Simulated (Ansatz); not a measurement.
## Molecular dynamics of RbBePO4

input.yaml

```yaml
accuracy: low
crystal:
  lattice:
    - [8.649972, 0.0, 0.0]
    - [0.0, 8.739072, 0.0]
    - [0.0, 0.0, 5.06247]
  atoms:
    - { symbol: Rb, position: [0.999496, 0.292127, 0.505241] }
    - { symbol: Rb, position: [0.000504, 0.707873, 0.005241] }
    - { symbol: Rb, position: [0.499496, 0.207873, 0.505241] }
    - { symbol: Rb, position: [0.500504, 0.792127, 0.005241] }
    - { symbol: Be, position: [0.322319, 0.407109, 0.000831] }
    - { symbol: Be, position: [0.677681, 0.592891, 0.500831] }
    - { symbol: Be, position: [0.822319, 0.092891, 0.000831] }
    - { symbol: Be, position: [0.177681, 0.907109, 0.500831] }
    - { symbol: P, position: [0.186323, 0.080252, 0.999847] }
    - { symbol: P, position: [0.813677, 0.919748, 0.499847] }
    - { symbol: P, position: [0.686323, 0.419748, 0.999847] }
    - { symbol: P, position: [0.313677, 0.580252, 0.499847] }
    - { symbol: O, position: [0.260922, 0.458836, 0.293904] }
    - { symbol: O, position: [0.739078, 0.541164, 0.793904] }
    - { symbol: O, position: [0.760922, 0.041164, 0.293904] }
    - { symbol: O, position: [0.239078, 0.958836, 0.793904] }
    - { symbol: O, position: [0.01011, 0.09773, 0.996077] }
    - { symbol: O, position: [0.98989, 0.90227, 0.496077] }
    - { symbol: O, position: [0.51011, 0.40227, 0.996077] }
    - { symbol: O, position: [0.48989, 0.59773, 0.496077] }
    - { symbol: O, position: [0.242925, 0.028251, 0.276856] }
    - { symbol: O, position: [0.757075, 0.971749, 0.776856] }
    - { symbol: O, position: [0.742925, 0.471749, 0.276856] }
    - { symbol: O, position: [0.257075, 0.528251, 0.776856] }
    - { symbol: O, position: [0.239093, 0.735281, 0.428744] }
    - { symbol: O, position: [0.760907, 0.264719, 0.928744] }
    - { symbol: O, position: [0.739093, 0.764719, 0.428744] }
    - { symbol: O, position: [0.260907, 0.235281, 0.928744] }
basis:
  ecutwfc: 500.0
kpoints:
  mp_grid: { grid: [1, 1, 2] }
hamiltonian:
  xc: r2scan
scf:
  occupations: { method: fermi_dirac, width: 0.05 }
  lower_state_search: "off"
md:
  timestep: 1
  n_steps: 170
  ensemble: nvt_langevin
  temperature: 700.0
  initial_velocities: maxwell_boltzmann
  seed: 784072
  friction: 0.005
```

Command:

```bash
$ ansatz run input.yaml --threads 2 --pin off --max-ram 5120MiB --backend cpu --events-out ev --progress --plain --runs-dir out
```

It starts from an unrelaxed structure (largest force component 0.42 eV/Å).

Output, in part (step lines):

```
md step     0: t =     0.00 fs  T =   675.0 K  F+E_penalty+E_count = -25653.08762878 eV  E_kin = 2.443014 eV  (8 SCF iters)
md step     1: t =     1.00 fs  T =   690.9 K  F+E_penalty+E_count = -25653.04940122 eV  E_kin = 2.500406 eV  (8 SCF iters)
md step     2: t =     2.00 fs  T =   639.7 K  F+E_penalty+E_count = -25652.94859632 eV  E_kin = 2.315153 eV  (8 SCF iters)
md step     3: t =     3.00 fs  T =   614.5 K  F+E_penalty+E_count = -25652.80000117 eV  E_kin = 2.224014 eV  (8 SCF iters)
md step     4: t =     4.00 fs  T =   560.4 K  F+E_penalty+E_count = -25652.61916875 eV  E_kin = 2.028371 eV  (8 SCF iters)
md step     5: t =     5.00 fs  T =   510.8 K  F+E_penalty+E_count = -25652.42976276 eV  E_kin = 1.848558 eV  (5 SCF iters)
md step     6: t =     6.00 fs  T =   490.6 K  F+E_penalty+E_count = -25652.25265057 eV  E_kin = 1.775440 eV  (6 SCF iters)
md step     7: t =     7.00 fs  T =   459.5 K  F+E_penalty+E_count = -25652.10264386 eV  E_kin = 1.662881 eV  (5 SCF iters)
[... lines left out ...]
```

The steps, from the saved trajectory:

```json
{"time (fs)": "0", "T (K)": "675", "potential energy less start (eV)": "0.000"}
{"time (fs)": "5", "T (K)": "511", "potential energy less start (eV)": "0.658"}
{"time (fs)": "10", "T (K)": "424", "potential energy less start (eV)": "1.191"}
{"time (fs)": "15", "T (K)": "501", "potential energy less start (eV)": "1.042"}
{"time (fs)": "20", "T (K)": "439", "potential energy less start (eV)": "1.399"}
{"time (fs)": "25", "T (K)": "459", "potential energy less start (eV)": "1.503"}
{"time (fs)": "30", "T (K)": "477", "potential energy less start (eV)": "1.441"}
{"time (fs)": "35", "T (K)": "408", "potential energy less start (eV)": "1.748"}
{"time (fs)": "40", "T (K)": "406", "potential energy less start (eV)": "1.950"}
{"time (fs)": "45", "T (K)": "426", "potential energy less start (eV)": "1.746"}
{"time (fs)": "50", "T (K)": "502", "potential energy less start (eV)": "1.458"}
{"time (fs)": "55", "T (K)": "480", "potential energy less start (eV)": "1.666"}
{"time (fs)": "60", "T (K)": "443", "potential energy less start (eV)": "1.883"}
{"time (fs)": "65", "T (K)": "577", "potential energy less start (eV)": "1.435"}
{"time (fs)": "70", "T (K)": "517", "potential energy less start (eV)": "1.558"}
{"time (fs)": "75", "T (K)": "529", "potential energy less start (eV)": "1.709"}
{"time (fs)": "80", "T (K)": "574", "potential energy less start (eV)": "1.687"}
{"time (fs)": "85", "T (K)": "440", "potential energy less start (eV)": "2.126"}
{"time (fs)": "90", "T (K)": "378", "potential energy less start (eV)": "2.374"}
{"time (fs)": "95", "T (K)": "452", "potential energy less start (eV)": "2.101"}
{"time (fs)": "100", "T (K)": "407", "potential energy less start (eV)": "2.080"}
{"time (fs)": "105", "T (K)": "365", "potential energy less start (eV)": "2.185"}
{"time (fs)": "110", "T (K)": "404", "potential energy less start (eV)": "2.083"}
{"time (fs)": "115", "T (K)": "426", "potential energy less start (eV)": "1.949"}
{"time (fs)": "120", "T (K)": "476", "potential energy less start (eV)": "1.959"}
{"time (fs)": "125", "T (K)": "544", "potential energy less start (eV)": "1.921"}
{"time (fs)": "130", "T (K)": "588", "potential energy less start (eV)": "1.895"}
{"time (fs)": "135", "T (K)": "583", "potential energy less start (eV)": "1.943"}
{"time (fs)": "140", "T (K)": "553", "potential energy less start (eV)": "1.999"}
{"time (fs)": "145", "T (K)": "581", "potential energy less start (eV)": "1.834"}
{"time (fs)": "150", "T (K)": "707", "potential energy less start (eV)": "1.404"}
{"time (fs)": "155", "T (K)": "592", "potential energy less start (eV)": "1.585"}
{"time (fs)": "160", "T (K)": "456", "potential energy less start (eV)": "2.041"}
{"time (fs)": "165", "T (K)": "466", "potential energy less start (eV)": "1.943"}
{"time (fs)": "170", "T (K)": "563", "potential energy less start (eV)": "1.699"}
```

All steps were run. The mean temperature of the second half is 28 % below the set value. A run of 0.17 ps of so small a system gives no equilibrium averages. Limits of this set-up: coarse k mesh, low accuracy level.

Mean squared displacements from the first frame to the last, about the centre of mass: Rb 0.05 Å², Be 0.03 Å², P 0.03 Å², O 0.09 Å².

Last frame:

```xyz
28
Lattice="8.6500 0.0000 0.0000 0.0000 8.7391 0.0000 0.0000 0.0000 5.0625" Properties=species:S:1:pos:R:3
Rb 8.611 2.659 2.568
Rb 0.237 5.854 0.240
Rb 4.268 1.665 2.592
Rb 4.471 6.960 0.075
Be 2.940 3.516 0.130
Be 5.824 5.016 2.547
Be 7.050 0.524 -0.090
Be 1.532 7.996 2.607
P 1.558 0.706 5.119
P 7.100 7.762 2.464
P 5.966 3.401 5.069
P 2.793 5.120 2.572
O 2.317 4.053 1.602
O 6.371 4.370 3.976
O 6.486 -0.140 1.296
O 2.249 8.571 4.003
O 0.069 0.491 4.959
O 8.640 7.913 2.340
O 4.444 3.252 4.997
O 4.303 5.403 2.430
O 2.036 0.182 1.389
O 6.319 8.481 3.620
O 6.336 3.855 1.451
O 2.441 4.649 3.959
O 1.990 6.416 2.246
O 6.765 2.163 4.681
O 6.776 6.313 2.493
O 2.115 2.165 4.918
```

Time of the run: 15 min on 2 threads of Intel(R) Xeon(R) Platinum 8488C (Sapphire Rapids), on a shared host, peak memory 1.2 GiB.
